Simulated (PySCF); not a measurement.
**C3HF5O2: a tour of settings**

Aim: see how C3HF5O2 (`O=C(OC(F)(F)F)C(F)F`) answers to the choice of functional, basis, grid and SCF options.

Computed with PySCF 2.14.0, with density-fitted response routines of our own, on a single molecule, in the gas phase or a continuum. Atoms count from 0, in the outputs and in this text.

### Step 1. Starting geometry

11 atoms, charge 0, multiplicity 1; geometry from: GFN2-xTB.

Bonds of the start (Å): O0–C1 1.18, C1–O2 1.36, O2–C3 1.36, C3–F4 1.33, C3–F5 1.32, C3–F6 1.33, C1–C7 1.55, C7–F8 1.35, C7–F9 1.35, C7–H10 1.10.

### Step 2. NMR shieldings: PBE0/pcSseg-1

The job: settings as JSON, then the geometry in Å.

```
{"job": {"kind": "nmr", "xc": "PBE0", "basis": "pcSseg-1"}, "charge": 0, "multiplicity": 1}
O      0.024234    -1.673610     0.145358
C      0.381056    -0.548130     0.068189
O     -0.430677     0.534993    -0.083533
C     -1.776467     0.352880    -0.150541
F     -2.133076    -0.417859    -1.169319
F     -2.340261     1.534820    -0.314735
F     -2.268571    -0.187972     0.956387
C      1.848619    -0.065779     0.124266
F      2.012482     0.770613     1.165626
F      2.145949     0.617241    -0.995952
H      2.542136    -0.914526     0.228290
```

Method: GIAO PBE0/pcSseg-1 NMR shielding, non-relativistic, gas phase.

Command:

```console
OMP_NUM_THREADS=1 python probes_run.py task.json out
```

The driver reads the jobs from task.json and runs them one after another.

What it wrote:

```text
coarse grid: 11480 points
cycle   1  E = -763.3220758125  dE =  2.120e+00  |g| = 1.410e+00  |ddm| = 3.005e+00
cycle   2  E = -762.6563805674  dE =  6.657e-01  |g| = 2.445e+00  |ddm| = 1.961e+00
cycle   3  E = -763.6375722553  dE = -9.812e-01  |g| = 3.999e-01  |ddm| = 1.435e+00
cycle   4  E = -763.6644298192  dE = -2.686e-02  |g| = 1.056e-01  |ddm| = 2.681e-01
cycle   5  E = -763.6661833106  dE = -1.753e-03  |g| = 2.148e-02  |ddm| = 5.813e-02
cycle   6  E = -763.6662562184  dE = -7.291e-05  |g| = 7.922e-03  |ddm| = 1.489e-02
cycle   7  E = -763.6662662209  dE = -1.000e-05  |g| = 1.982e-03  |ddm| = 4.324e-03
cycle   8  E = -763.6662668296  dE = -6.087e-07  |g| = 4.614e-04  |ddm| = 1.288e-03
final grid: 119432 points
cycle   9  E = -763.7769725457  dE = -4.165e-05  |g| = 1.235e-02  |ddm| = 2.040e-02
cycle  10  E = -763.7769298504  dE =  4.270e-05  |g| = 2.008e-02  |ddm| = 1.601e-02
cycle  11  E = -763.7769967870  dE = -6.694e-05  |g| = 2.676e-03  |ddm| = 1.070e-02
cycle  12  E = -763.7769980114  dE = -1.224e-06  |g| = 3.456e-04  |ddm| = 1.533e-03
cycle  13  E = -763.7769980273  dE = -1.590e-08  |g| = 1.771e-04  |ddm| = 2.823e-04
cycle  14  E = -763.7769980326  dE = -5.235e-09  |g| = 2.902e-05  |ddm| = 9.916e-05
cycle  15  E = -763.7769980327  dE = -1.073e-10  |g| = 9.317e-06  |ddm| = 1.823e-05
converged SCF energy = -763.7769980327

GIAO shielding tensors (ppm)
atom      isotropic    diamagn.    paramagn.     s11        s22        s33       span
  0 O     -141.224     400.553    -541.777   -424.431   -296.415    297.174    721.605
  1 C       23.810     252.352    -228.542    -90.484     67.626     94.288    184.771
  2 O       88.907     404.698    -315.791    -40.554    140.045    167.228    207.782
  3 C       57.733     236.405    -178.672     52.145     59.348     61.705      9.560
  4 F      242.994     471.046    -228.052    183.907    202.556    342.518    158.611
  5 F      246.318     468.648    -222.330    193.237    196.100    349.616    156.379
  6 F      242.803     471.063    -228.260    183.975    201.303    343.131    159.155
  7 C       70.967     233.796    -162.829     56.138     74.460     82.302     26.165
  8 F      310.769     470.923    -160.154    214.095    336.262    381.951    167.856
  9 F      310.855     470.988    -160.133    215.182    336.155    381.228    166.046
 10 H       25.403      25.392       0.011     23.387     23.948     28.874      5.488
```

Wall time 26 s (1 thread of Intel Xeon Platinum 8488C, shared host); peak memory 0.75 GiB.

Shifts follow as δ = σ(reference) − σ, with reference shieldings (ppm) from runs at the same level and on the same kind of geometry: ¹H TMS 31.72, ¹³C TMS 186.9, ¹⁹F CFCl3 170.9, ¹⁷O H2O 336.1. The references are single molecules in the gas phase, so shifts against H2O, NH3, PH3, H3PO4 or CFCl3 are not on the usual liquid scales and can be off by tens of ppm. Atoms listed in one row are averaged.

```
     atoms                                           environment  σ (ppm)  δ (ppm)  δ scaled to CDCl3
        C1                                 ester carbonyl carbon     23.8    163.1              157.3
        C3                                            CF3 carbon     57.7    129.2              124.2
        C7                 sp3 CH bonded to 2 F, α to a carbonyl     71.0    116.0              111.3
       H10  hydrogen on an sp3 CH bonded to 2 F, α to a carbonyl    25.40     6.31               6.06
        O0                                 ester carbonyl oxygen   -141.2    477.3                  –
        O2                                   ester alkoxy oxygen     88.9    247.2                  –
F4, F5, F6                             fluorine of an OCF3 group    244.0    -73.1                  –
    F8, F9                               fluorine of a CF2 group    310.8   -139.9                  –
```

The scaled column applies a straight-line fit of computed shieldings to shifts measured in CDCl3; 19F shifts take a fit of their own (root-mean-square error 0.16 ppm for H, 1.9 ppm for C).

Charges from the same density, by scheme (e):

```
     atoms  Mulliken    IAO  Hirshfeld  ESP fit
        O0     -0.32  -0.37      -0.21    -0.43
        C1      0.40   0.50       0.21     0.61
        O2     -0.46  -0.34      -0.12    -0.33
        C3      0.97   0.96       0.32     0.61
F4, F5, F6     -0.24  -0.26      -0.08    -0.15
        C7      0.56   0.41       0.15     0.23
    F8, F9     -0.28  -0.28      -0.09    -0.17
```

Mayer bond orders: O0–C1 2.06, C1–O2 0.98, O2–C3 0.98, C3–F4 1.05, C3–F5 1.08, C3–F6 1.05, C1–C7 0.89, C7–F8 0.98, C7–F9 0.98.

The fields below are evaluated on a grid from the run's orbitals.

Frontier orbitals at PBE0/pcSseg-1, with the share of their density that lies nearest to each atom:

```
orbital  energy (eV)                                 lies on
   HOMO        -9.62  O0 58 %; O2 9 %; C1, C7 about 8 % each
   LUMO        -1.76                C1 43 %; O0 29 %; O2 8 %
```

ELF in a plane through or near 7 of the atoms.

Values, 10 rows by 14 columns:
```
0.00 0.00 0.00 0.00 0.00 0.00 0.00 0.00 0.00 0.00 0.00 0.00 0.00 0.00
0.00 0.00 0.00 0.00 0.00 0.00 0.00 0.00 0.00 0.00 0.00 0.00 0.00 0.00
0.00 0.00 0.00 0.00 0.00 0.00 0.00 0.01 0.00 0.22 0.27 0.05 0.00 0.00
0.00 0.00 0.00 0.01 0.03 0.02 0.04 0.68 0.09 0.66 0.64 0.64 0.06 0.00
0.00 0.00 0.00 0.06 0.37 0.28 0.07 0.77 0.73 0.52 0.76 0.57 0.07 0.00
0.00 0.00 0.80 0.99 0.87 0.94 0.34 0.72 0.42 0.25 0.26 0.01 0.00 0.00
0.00 0.00 0.81 1.00 0.88 0.14 0.79 0.78 0.05 0.04 0.04 0.00 0.00 0.00
0.00 0.00 0.00 0.10 0.00 0.66 0.91 0.90 0.55 0.00 0.00 0.00 0.00 0.00
0.00 0.00 0.00 0.00 0.00 0.18 0.40 0.32 0.07 0.00 0.00 0.00 0.00 0.00
0.00 0.00 0.00 0.00 0.00 0.00 0.00 0.00 0.00 0.00 0.00 0.00 0.00 0.00
```
The map spans 10.5 Å across and 8.5 Å up, centred on the molecule. Atoms in the plane (x, y in Å): O0 (-0.2, -1.7), C1 (-0.4, -0.5), O2 (0.5, 0.5), C3 (1.8, 0.2), F5 (2.5, 1.3), C7 (-1.8, 0.1), H10 (-2.6, -0.7).

On the surface of density 0.002 e/bohr³ the electrostatic potential runs, from the 1st to the 99th percentile, from -0.85 V near O0 to 1.79 V near H10.

### Step 3. Excited states and response: PBE0/def2-SVPD

Same as in step 2 but for these lines:

```diff
@@ -1,2 +1,2 @@
-{"job": {"kind": "nmr", "xc": "PBE0", "basis": "pcSseg-1"}, "charge": 0, "multiplicity": 1}
+{"job": {"kind": "uv", "xc": "PBE0", "basis": "def2-SVPD", "nstates": 6, "ntriplets": 2}, "charge": 0, "multiplicity": 1}
 O      0.024234    -1.673610     0.145358
```

With the program's defaults for keys left out, this is: TDDFT PBE0/def2-SVPD, vertical, gas phase, core orbitals frozen in the response.

What it wrote:

```text
coarse grid: 11480 points
cycle   1  E = -762.8690964965  dE =  2.058e+00  |g| = 1.336e+00  |ddm| = 4.401e+00
cycle   2  E = -762.2333751044  dE =  6.357e-01  |g| = 2.332e+00  |ddm| = 3.319e+00
cycle   3  E = -763.1670902991  dE = -9.337e-01  |g| = 3.877e-01  |ddm| = 2.317e+00
cycle   4  E = -763.1936813258  dE = -2.659e-02  |g| = 9.533e-02  |ddm| = 4.166e-01
cycle   5  E = -763.1951861066  dE = -1.505e-03  |g| = 2.259e-02  |ddm| = 9.791e-02
cycle   6  E = -763.1952707785  dE = -8.467e-05  |g| = 7.127e-03  |ddm| = 2.654e-02
cycle   7  E = -763.1952791615  dE = -8.383e-06  |g| = 1.920e-03  |ddm| = 6.948e-03
final grid: 119432 points
cycle   8  E = -763.3068358012  dE = -2.675e-05  |g| = 1.340e-02  |ddm| = 9.000e-02
cycle   9  E = -763.3067737618  dE =  6.204e-05  |g| = 2.288e-02  |ddm| = 3.246e-02
cycle  10  E = -763.3068665048  dE = -9.274e-05  |g| = 2.963e-03  |ddm| = 2.086e-02
cycle  11  E = -763.3068680911  dE = -1.586e-06  |g| = 3.329e-04  |ddm| = 2.704e-03
cycle  12  E = -763.3068681085  dE = -1.741e-08  |g| = 1.464e-04  |ddm| = 4.908e-04
cycle  13  E = -763.3068681125  dE = -3.966e-09  |g| = 3.022e-05  |ddm| = 1.583e-04
cycle  14  E = -763.3068681126  dE = -1.223e-10  |g| = 1.024e-05  |ddm| = 3.314e-05
converged SCF energy = -763.3068681126

Static polarisability (au): isotropic 47.946, principal 40.880 49.025 53.933

Singlet excitations
state   eV       nm        f      main configurations
  1   5.4847    226.1   0.00108   H->L 0.97
  2   7.8383    158.2   0.00011   H-2->L 0.96
  3   8.3692    148.1   0.08772   H-1->L 0.88
  4   8.7987    140.9   0.00032   H-3->L 0.94
  5   9.0041    137.7   0.09975   H->L+1 0.93
  6   9.2440    134.1   0.01871   H-4->L 0.57, H-5->L 0.36

Triplet excitations (Tamm-Dancoff, eV): 4.8432 6.0612
```

It took 44 s on 1 thread of Intel Xeon Platinum 8488C, shared host; peak memory 0.91 GiB.

Frontier orbitals and where they lie:

```
orbital      eV                       atoms
 HOMO−3  -12.45   O2 32 %, F4 14 %, F6 13 %
 HOMO−2  -11.54   F8 21 %, F9 21 %, C7 16 %
 HOMO−1  -11.26   O2 44 %, O0 34 %, C1 10 %
   HOMO   -9.73    O0 55 %, C1 10 %, O2 9 %
   LUMO   -1.91   C1 37 %, O0 32 %, O2 11 %
 LUMO+1    0.45  C7 21 %, C1 17 %, H10 12 %
 LUMO+2    1.08  H10 16 %, C3 13 %, C7 10 %
```

With each of the 6 states as a Gaussian band of 0.4 eV half-width at 1/e, the curve within the window shown has maxima at 138 nm (ε 4,900) L/(mol cm). Beyond the last state computed it falls off for lack of states. The curve at chosen wavelengths:

nm, ε (L/mol/cm) and a bar:
```
      130       1086 #######
      135       4054 ##########################
      140       4655 ##############################
      145       4056 ##########################
      150       3488 ######################
      155       1553 ##########
      160        337 ##
      164         65 
      169          6 
      174          0 
      179          0 
      184          0 
      189          0 
      194          0 
      199          1 
      204          5 
      209         12 
      214         24 
      219         36 
      223         42 
      228         43 
      233         37 
      238         27 
      243         18 
      248         10 
      253          5
```

Leading natural transition orbitals of singlet state 5: the hole lies on O0 58 %; C1, C7 about 8 % each; O2 8 %; the particle on H10 29 %; O0 15 %; F8, F9 about 12 % each.

Leading natural transition orbitals of singlet state 1: the hole lies on O0 69 %; O2 9 %; C7 7 %; the particle on C1 46 %; O0 31 %; O2 8 %.

Ground-state properties from the same run:

```
           property  computed
  dipole moment (D)      1.38
polarisability (Å³)      7.10
 HOMO–LUMO gap (eV)      7.82
      −ε(HOMO) (eV)      9.73
```

### Step 4. Shielding tensors: WP04/6-31G* in chloroform

Same as in step 3 but for these lines:

```diff
@@ -1,2 +1,2 @@
-{"job": {"kind": "uv", "xc": "PBE0", "basis": "def2-SVPD", "nstates": 6, "ntriplets": 2}, "charge": 0, "multiplicity": 1}
+{"job": {"kind": "nmr", "xc": "WP04", "basis": "6-31G*", "solvent": "chloroform", "pop": false, "scf": {"guess": "vsap", "conv": 1e-07}}, "charge": 0, "multiplicity": 1}
 O      0.024234    -1.673610     0.145358
```

Method: GIAO WP04/6-31G* NMR shielding, non-relativistic, IEF-PCM chloroform.

What it wrote:

```text
final grid: 119432 points
cycle   1  E = -777.4238616842  dE =  3.052e-01  |g| = 2.079e+00  |ddm| = 2.732e+00
cycle   2  E = -773.6439431994  dE =  3.780e+00  |g| = 5.048e+00  |ddm| = 4.551e+00
cycle   3  E = -778.2182240983  dE = -4.574e+00  |g| = 6.513e-01  |ddm| = 3.458e+00
cycle   4  E = -778.2444853786  dE = -2.626e-02  |g| = 5.288e-01  |ddm| = 7.048e-01
cycle   5  E = -778.2963132394  dE = -5.183e-02  |g| = 5.285e-02  |ddm| = 3.363e-01
cycle   6  E = -778.2967758626  dE = -4.626e-04  |g| = 1.912e-02  |ddm| = 4.530e-02
cycle   7  E = -778.2968382625  dE = -6.240e-05  |g| = 5.822e-03  |ddm| = 1.206e-02
cycle   8  E = -778.2968439957  dE = -5.733e-06  |g| = 1.314e-03  |ddm| = 4.169e-03
cycle   9  E = -778.2968443088  dE = -3.131e-07  |g| = 2.687e-04  |ddm| = 1.000e-03
cycle  10  E = -778.2968443234  dE = -1.457e-08  |g| = 5.974e-05  |ddm| = 2.568e-04
converged SCF energy = -778.2968443234

GIAO shielding tensors (ppm)
atom      isotropic    diamagn.    paramagn.     s11        s22        s33       span
  0 O      -75.516     400.432    -475.947   -316.132   -217.451    307.036    623.167
  1 C       37.939     253.518    -215.579    -61.408     76.300     98.925    160.333
  2 O      109.706     404.484    -294.779     -8.212    157.235    180.093    188.305
  3 C       64.371     240.453    -176.082     59.053     65.210     68.850      9.796
  4 F      263.763     473.690    -209.928    205.126    222.997    363.164    158.038
  5 F      268.190     470.954    -202.764    215.066    219.810    369.694    154.628
  6 F      263.553     473.658    -210.104    205.170    221.875    363.615    158.445
  7 C       76.362     239.404    -163.041     60.449     82.172     86.466     26.017
  8 F      325.918     473.729    -147.811    238.282    359.705    379.767    141.485
  9 F      326.089     473.842    -147.754    239.295    359.685    379.286    139.991
 10 H       26.090      24.773       1.317     24.463     24.722     29.084      4.621
```

Wall time 16 s (1 thread of Intel Xeon Platinum 8488C, shared host); peak memory 0.89 GiB.

This run: σ C1 37.9, C3 64.4, C7 76.4, O0 -75.5, H10 26.09 ppm.

### Step 5. Nuclear shieldings: PBE0/IGLO-II

Same as in step 4 but for these lines:

```diff
@@ -1,2 +1,2 @@
-{"job": {"kind": "nmr", "xc": "WP04", "basis": "6-31G*", "solvent": "chloroform", "pop": false, "scf": {"guess": "vsap", "conv": 1e-07}}, "charge": 0, "multiplicity": 1}
+{"job": {"kind": "nmr", "xc": "PBE0", "basis": "IGLO-II", "pop": true}, "charge": 0, "multiplicity": 1}
 O      0.024234    -1.673610     0.145358
```

With the program's defaults for keys left out, this is: GIAO PBE0/IGLO-II NMR shielding, non-relativistic, gas phase.

What it wrote:

```text
coarse grid: 11480 points
cycle   1  E = -763.6607706699  dE =  2.157e+00  |g| = 1.451e+00  |ddm| = 2.890e+00
cycle   2  E = -762.9585435720  dE =  7.022e-01  |g| = 2.537e+00  |ddm| = 1.883e+00
cycle   3  E = -763.9850546161  dE = -1.027e+00  |g| = 4.170e-01  |ddm| = 1.365e+00
cycle   4  E = -764.0133877972  dE = -2.833e-02  |g| = 1.178e-01  |ddm| = 2.566e-01
cycle   5  E = -764.0155328069  dE = -2.145e-03  |g| = 2.275e-02  |ddm| = 5.880e-02
cycle   6  E = -764.0156107350  dE = -7.793e-05  |g| = 8.474e-03  |ddm| = 1.437e-02
cycle   7  E = -764.0156219250  dE = -1.119e-05  |g| = 2.020e-03  |ddm| = 4.301e-03
cycle   8  E = -764.0156225348  dE = -6.099e-07  |g| = 5.035e-04  |ddm| = 1.252e-03
final grid: 119432 points
cycle   9  E = -764.0592006866  dE = -1.010e-04  |g| = 1.163e-02  |ddm| = 1.809e-02
cycle  10  E = -764.0591649844  dE =  3.570e-05  |g| = 1.852e-02  |ddm| = 1.347e-02
cycle  11  E = -764.0592203790  dE = -5.539e-05  |g| = 2.649e-03  |ddm| = 9.283e-03
cycle  12  E = -764.0592215166  dE = -1.138e-06  |g| = 6.275e-04  |ddm| = 1.512e-03
cycle  13  E = -764.0592215754  dE = -5.880e-08  |g| = 2.030e-04  |ddm| = 3.624e-04
cycle  14  E = -764.0592215823  dE = -6.913e-09  |g| = 3.402e-05  |ddm| = 1.107e-04
cycle  15  E = -764.0592215824  dE = -1.337e-10  |g| = 1.085e-05  |ddm| = 1.779e-05
converged SCF energy = -764.0592215824

GIAO shielding tensors (ppm)
atom      isotropic    diamagn.    paramagn.     s11        s22        s33       span
  0 O     -133.306     400.262    -533.568   -419.315   -287.551    306.947    726.262
  1 C       27.753     252.185    -224.433    -84.373     70.330     97.300    181.673
  2 O       96.032     401.744    -305.713    -30.780    150.061    168.814    199.594
  3 C       59.749     237.164    -177.415     54.190     61.211     63.846      9.656
  4 F      247.485     471.726    -224.241    187.059    209.203    346.195    159.136
  5 F      248.235     469.172    -220.937    194.594    195.642    354.469    159.875
  6 F      247.280     471.752    -224.472    187.094    207.879    346.865    159.771
  7 C       73.651     234.459    -160.809     57.783     78.287     84.881     27.098
  8 F      312.773     469.470    -156.697    215.893    340.752    381.674    165.781
  9 F      312.861     469.555    -156.694    216.944    340.571    381.069    164.126
 10 H       26.005      26.626      -0.622     24.060     24.594     29.360      5.300
```

It took 30 s on 1 thread of Intel Xeon Platinum 8488C, shared host; peak memory 0.88 GiB.

This run: δ C1 161.3, C3 129.3, C7 115.4, O0 469.4, H10 6.10 ppm.

### Step 6. Shielding tensors: B97-2/STO-3G

Same as in step 5 but for these lines:

```diff
@@ -1,2 +1,2 @@
-{"job": {"kind": "nmr", "xc": "PBE0", "basis": "IGLO-II", "pop": true}, "charge": 0, "multiplicity": 1}
+{"job": {"kind": "nmr", "xc": "B97-2", "basis": "STO-3G", "pop": true}, "charge": 0, "multiplicity": 1}
 O      0.024234    -1.673610     0.145358
```

Level: GIAO B97-2/STO-3G NMR shielding, non-relativistic, gas phase.

What it wrote:

```text
coarse grid: 11480 points
cycle   1  E = -753.3400446371  dE =  2.482e+00  |g| = 1.231e+00  |ddm| = 4.735e+00
cycle   2  E = -752.8165834644  dE =  5.235e-01  |g| = 1.990e+00  |ddm| = 3.612e+00
cycle   3  E = -753.7439777984  dE = -9.274e-01  |g| = 5.081e-01  |ddm| = 2.466e+00
cycle   4  E = -753.8155369845  dE = -7.156e-02  |g| = 1.113e-01  |ddm| = 7.362e-01
cycle   5  E = -753.8187828975  dE = -3.246e-03  |g| = 3.262e-02  |ddm| = 1.488e-01
cycle   6  E = -753.8190790891  dE = -2.962e-04  |g| = 2.618e-03  |ddm| = 3.849e-02
cycle   7  E = -753.8190808257  dE = -1.737e-06  |g| = 8.616e-04  |ddm| = 3.656e-03
final grid: 119432 points
cycle   8  E = -753.7662507619  dE = -1.306e-05  |g| = 8.925e-03  |ddm| = 2.789e-02
cycle   9  E = -753.7662535308  dE = -2.769e-06  |g| = 8.552e-03  |ddm| = 2.324e-02
cycle  10  E = -753.7662747356  dE = -2.120e-05  |g| = 1.405e-03  |ddm| = 1.148e-02
cycle  11  E = -753.7662753129  dE = -5.772e-07  |g| = 1.710e-04  |ddm| = 1.813e-03
cycle  12  E = -753.7662753215  dE = -8.646e-09  |g| = 2.810e-05  |ddm| = 2.529e-04
cycle  13  E = -753.7662753217  dE = -1.971e-10  |g| = 9.511e-06  |ddm| = 4.401e-05
converged SCF energy = -753.7662753217

GIAO shielding tensors (ppm)
atom      isotropic    diamagn.    paramagn.     s11        s22        s33       span
  0 O      -53.067     384.863    -437.929   -420.237   -151.075    412.112    832.350
  1 C      125.105     258.777    -133.672     43.054    153.184    179.077    136.023
  2 O      228.665     381.368    -152.702    107.950    269.373    308.673    200.723
  3 C      135.116     254.454    -119.338    123.896    139.175    142.278     18.381
  4 F      382.961     454.051     -71.090    358.718    385.704    404.463     45.745
  5 F      397.383     452.168     -54.785    365.815    409.168    417.166     51.351
  6 F      382.670     454.050     -71.380    358.692    385.072    404.245     45.553
  7 C      150.891     249.934     -99.043    118.699    158.880    175.094     56.395
  8 F      407.342     453.168     -45.826    366.408    408.926    446.691     80.283
  9 F      407.996     453.183     -45.187    367.017    409.774    447.197     80.180
 10 H       28.767      27.895       0.872     25.054     27.267     33.979      8.925
```

Run time: 4.6 s. Hardware: 1 thread of Intel Xeon Platinum 8488C, shared host.

Key values: δ C1 109.4, C3 99.4, C7 83.6, O0 393.6, H10 4.32 ppm.

### Step 7. Comparing the runs: NMR shifts

Isotropic shieldings (ppm) of some atoms, chosen among heavy atoms and hydrogens apart, means over like atoms, with basis size and wall time:

```
                      run     C1    H10      O0     O2     F4     F8  functions   time
            PBE0/pcSseg-1   23.8  25.40  -141.2   88.9  244.0  310.8        175   26 s
WP04/6-31G* in chloroform   37.9  26.09   -75.5  109.7  265.2  326.0        142   16 s
             PBE0/IGLO-II   27.8  26.00  -133.3   96.0  247.7  312.8        226   30 s
             B97-2/STO-3G  125.1  28.77   -53.1  228.7  387.7  407.7         51  4.6 s
```

### Step 8. Outcome

| quantity | value |
| --- | --- |
| ¹³C shifts against TMS (PBE0/pcSseg-1) | 163.1, 129.2, 116.0 ppm |
| ¹H shifts against TMS (PBE0/pcSseg-1) | 6.31 ppm |
| ¹⁷O shifts against H2O (PBE0/pcSseg-1) | 477.3, 247.2 ppm |
| ¹⁹F shifts against CFCl3 (PBE0/pcSseg-1, means over atoms taken as alike) | -73.1, -139.9 ppm |
| potential on the surface of density 0.002 e/bohr³, 1st and 99th percentile | -0.85 V and 1.79 V |
| lowest singlet (PBE0/def2-SVPD) | 5.48 eV (226 nm), f = 0.001 |
| brightest single state of those computed | state 5, 9.00 eV, f = 0.100 |
| lowest triplet | 4.84 eV |
| range of the shielding of O0 (minimal bases aside) | -141.2 to -75.5 ppm |
| property runs in this session | 5, of which 0 failed and 1 gave unsound results |

In words: Single values in the summary come from the first sound run of each kind (PBE0/pcSseg-1; PBE0/def2-SVPD), which need not be the best level. At PBE0/pcSseg-1: The widest tensor belongs to O0: span 722 ppm, with a paramagnetic part of -542 ppm. At PBE0/pcSseg-1, counted by nearest atom on the grid, the HOMO lies on O0 58 %; O2 9 %, the LUMO on C1 43 %; O0 29 %. The lowest singlet, at 5.48 eV, is HOMO→LUMO 0.97 and is weak; of the 6 states computed, the strongest absorption comes from state 5 at 9.00 eV. The lowest triplet lies 0.64 eV below the lowest singlet (triplets in Tamm-Dancoff, singlets in full TDDFT). Leaving out the minimal-basis runs, which are unusable for shieldings: In ppm, O0 moves most: its shielding spreads over 65.7 ppm, from -141.2 (PBE0/pcSseg-1) to -75.5 (WP04/6-31G* in chloroform).
